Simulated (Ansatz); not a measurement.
Predict the output of the script below (Ansatz 0.2.0 through its Python package).

`tae_c2h6gan.py`:
```python
"""Atomisation energy of C2H6GaN at the given geometry."""

from collections import Counter
import logging
import sys

import ansatz
from ase import Atoms

logging.basicConfig(stream=sys.stdout, format="%(levelname)s %(message)s")
log = logging.getLogger("run")
log.setLevel(logging.INFO)


def single_point(molecule, charge=0, unpaired=0):
    calc = (
        molecule.calculation()
        .basis(gaussian="def2-TZVP")
        .functional("PBE0", dispersion="d3bj")
    )
    if charge:
        calc = calc.charge(charge)
    if unpaired:
        calc = calc.spin("collinear", total=unpaired)
    report = calc.run().report
    if report["published_state_doubts"]:
        print("  doubts:", report["published_state_doubts"])
    return report["free_energy_ev"]

atoms = Atoms(["C", "C", "N", "Ga", "H", "H", "H", "H", "H", "H"], positions=[
    [-1.0174, 0.9669, -1.7006],
    [-0.3826, 0.3481, -0.6038],
    [0.1318, -0.1703, 0.2607],
    [1.1161, -1.0052, 1.688],
    [-2.0282, 1.4207, -1.3727],
    [-0.4312, 1.849, -2.1051],
    [-1.2305, 0.2778, -2.516],
    [0.8815, -2.5923, 1.565],
    [0.4291, -0.4831, 3.129],
    [2.6146, -0.6627, 1.6583],
])
geometry = ansatz.Crystal.molecule_from_ase(atoms)

# unpaired electrons of the ground-state atoms
unpaired = {"C": 2, "N": 3, "Ga": 1, "H": 1}
counts = Counter(site.symbol for site in geometry.cartesian_sites)
atom_energy = {s: single_point(ansatz.Crystal.molecule().atom(s, (0, 0, 0)), 0, unpaired[s]) for s in counts}
whole = single_point(geometry, 0, 0)
for s, e in atom_energy.items():
    log.info(f"{s:2s} x{counts[s]}  {e:14.5f} eV")
log.info(f"C2H6GaN: {whole:.5f} eV")
split = sum(counts[s] * e for s, e in atom_energy.items()) - whole
log.info(f"atomisation energy (no zero-point term): {23.060548 * split:.1f} kcal/mol, {split / sum(counts.values()):.3f} eV an atom")
```

Output of `python tae_c2h6gan.py`:
```text
INFO C  x2     -1028.73662 eV
INFO N  x1     -1484.21287 eV
INFO Ga x1    -52369.73108 eV
INFO H  x6       -13.63389 eV
INFO C2H6GaN: -56028.56670 eV
INFO atomisation energy (no zero-point term): 815.1 kcal/mol, 3.535 eV an atom
```

815.1 kcal/mol from the electronic energies, without the zero-point term.

Caveats:
- These settings explore the input space; basis and method may be short of convergence.
- The geometry is a force-field or estimated start, not a minimum of this method, and the basis set is short of its limit. All parts are taken at fixed geometry, without zero-point energy.
- The whole script took 7.1 s on 1 thread of Intel(R) Xeon(R) Platinum 8488C (Sapphire Rapids), with other jobs on the host, peak memory 0.38 GiB.

(Lines on the test bed's own set-up are left out of the output.)
